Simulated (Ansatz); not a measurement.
# ClF₂HOSi + SiH₄O + H₂O: a complex and its separated parts

Aim: how far the complex at one end of a reaction step lies below its separated, relaxed parts, level by level.

Method: PBE0-D4/def2-TZVP structures, single points in def2-TZVPP, no counterpoise correction; program: Ansatz 0.2.0, Gaussian basis.

Levels: SPW92, PBE-D4, BLYP-D4, r2SCAN-D4, B97M-V, PBE0-D4, B3LYP-D4, r2SCAN0-D4, BHLYP-D4, CAM-B3LYP-D4, wB97X-V, wB97M-V, B2PLYP, PBE-QIDH, RPA on PBE, Hartree-Fock, MP2, CCSD, CCSD(T).

Correlated methods freeze the cores. B3LYP uses VWN-RPA correlation. B2PLYP carries no dispersion term here.

113 further runs of the same task are left out: 113 set aside as unsound or not needed.

## 1. Starting geometry

The complex: 15 atoms, charge 0, spin multiplicity 1.

Atoms are counted from 1 here; the program's logs count them from 0.

Bond lengths: Si1–O2 1.781 Å, Si1–F4 1.650 Å, Si1–F5 1.589 Å, Si1–Cl6 2.250 Å, Si1–O8 1.629 Å, O2–Si3 1.727 Å, O2–H9 1.027 Å, Si3–H11 1.472 Å, Si3–H12 1.490 Å, Si3–H13 1.471 Å, H7–O10 0.961 Å, O8–H14 0.960 Å, O10–H15 0.969 Å. Angles: O2–Si1–F4 86.6°, O2–Si1–F5 114.6°, O2–Si1–Cl6 83.7°, O2–Si1–O8 120.9°, F4–Si1–F5 94.0°, F4–Si1–Cl6 170.3°, F4–Si1–O8 93.1°, F5–Si1–Cl6 90.0°, F5–Si1–O8 124.4°, Cl6–Si1–O8 92.0°, Si1–O2–Si3 131.2°, Si1–O2–H9 114.0°, Si3–O2–H9 114.8°, O2–Si3–H11 112.0°, O2–Si3–H12 97.3°, O2–Si3–H13 112.3°, H11–Si3–H12 108.2°, H11–Si3–H13 116.4° and more.

Geometry (Å):

```mol
ClF2H7O3Si2
  3D, bonds by distance, orders not assigned

 15 13  0  0  0  0  0  0  0  0999 V2000
   -1.2815    0.0714    0.7378 Si  0  0
    0.1520   -0.0108   -0.3152 O   0  0
    0.7012    1.0375   -1.5731 Si  0  0
   -0.7594   -1.3494    1.3941 F   0  0
   -2.5959   -0.5702    0.1163 F   0  0
   -1.6856    1.9808   -0.3819 Cl  0  0
    2.3192   -2.1060    0.5761 H   0  0
   -1.2263    0.8524    2.1660 O   0  0
    0.7431   -0.8349   -0.1531 H   0  0
    1.4437   -2.1300    0.1813 O   0  0
    1.1272    2.3468   -1.0536 H   0  0
    1.9197    0.2654   -1.9456 H   0  0
   -0.2146    1.0566   -2.7235 H   0  0
   -1.4642    1.7796    2.0976 H   0  0
    0.8211   -2.3893    0.8771 H   0  0
  1  2  8  0
  1  4  8  0
  1  5  8  0
  1  6  8  0
  1  8  8  0
  2  3  8  0
  2  9  8  0
  3 11  8  0
  3 12  8  0
  3 13  8  0
  7 10  8  0
  8 14  8  0
 10 15  8  0
M  END
```

Its parts: ClF₂HOSi holds atoms 1, 4, 5, 6, 8, 14; SiH₄O holds atoms 2, 3, 9, 11, 12, 13; H₂O holds atoms 7, 10, 15. Each part counts its atoms afresh in its own runs.

## 2. Relaxing ClF₂HOSi alone

relax-a/in.yaml

```yaml
crystal:
  periodic: [false, false, false]
  atoms:
    - {symbol: Si, position_ang: [-1.281495, 0.071407, 0.737785]}
    - {symbol: F, position_ang: [-0.759371, -1.349371, 1.394101]}
    - {symbol: F, position_ang: [-2.595927, -0.570193, 0.116295]}
    - {symbol: Cl, position_ang: [-1.685649, 1.980815, -0.381910]}
    - {symbol: O, position_ang: [-1.226278, 0.852424, 2.166006]}
    - {symbol: H, position_ang: [-1.464177, 1.779564, 2.097576]}
basis:
  gaussian: {orbitals: def2-TZVP}
hamiltonian: {xc: pbe0, dispersion: d4}
relax: {f_tol: 0.005, max_steps: 200}
```

Command:

```
> ansatz run in.yaml --threads 4 --pin off --events-out ev --progress --plain --max-ram 66560MiB --backend cuda --devices 0, --max-vram 37GiB
```

The runs that follow: Relaxing SiH₄O alone; Relaxing H₂O alone; SPW92/def2-TZVPP; PBE-D4/def2-TZVPP; BLYP-D4/def2-TZVPP; r2SCAN-D4/def2-TZVPP; B97M-V/def2-TZVPP; PBE0-D4/def2-TZVPP; B3LYP-D4/def2-TZVPP; r2SCAN0-D4/def2-TZVPP; BHLYP-D4/def2-TZVPP; CAM-B3LYP-D4/def2-TZVPP; wB97X-V/def2-TZVPP; wB97M-V/def2-TZVPP; B2PLYP/def2-TZVPP; PBE-QIDH/def2-TZVPP; RPA on PBE/def2-TZVPP; CCSD(T)/def2-TZVPP; CCSD(T)/def2-QZVPP; Vibrations of ClF₂HOSi; Vibrations of SiH₄O; Vibrations of H₂O.

What does the calculation give? Wanted: complex less parts, CCSD(T)/def2-TZVPP; with zero-point energy; largest T1 diagnostic.

The runs gave:

| quantity | value |
| --- | --- |
| complex less parts, CCSD(T)/def2-TZVPP | -5.4 kcal/mol |
| with zero-point energy | -0.5 kcal/mol |
| largest T1 diagnostic | 0.011 |

**Reading.** At CCSD(T) the complex lies 5.4 kcal/mol below its parts. B97M-V is the best functional here (-0.3 kcal/mol from CCSD(T)); SPW92 is the worst (-22.0 kcal/mol). Mean unsigned error by rung: LDA 22.0, GGA 2.7, meta-GGA 2.3, hybrid 2.4, range-separated hybrid 2.9, double hybrid 2.3 kcal/mol. PBE-D4 gives a relative energy 4.8 kcal/mol too low, outside chemical accuracy (1 kcal/mol). No counterpoise was applied, and triple zeta lacks some correlation, so the CCSD(T) reference has a basis error of its own, and close matches with it are partly luck.
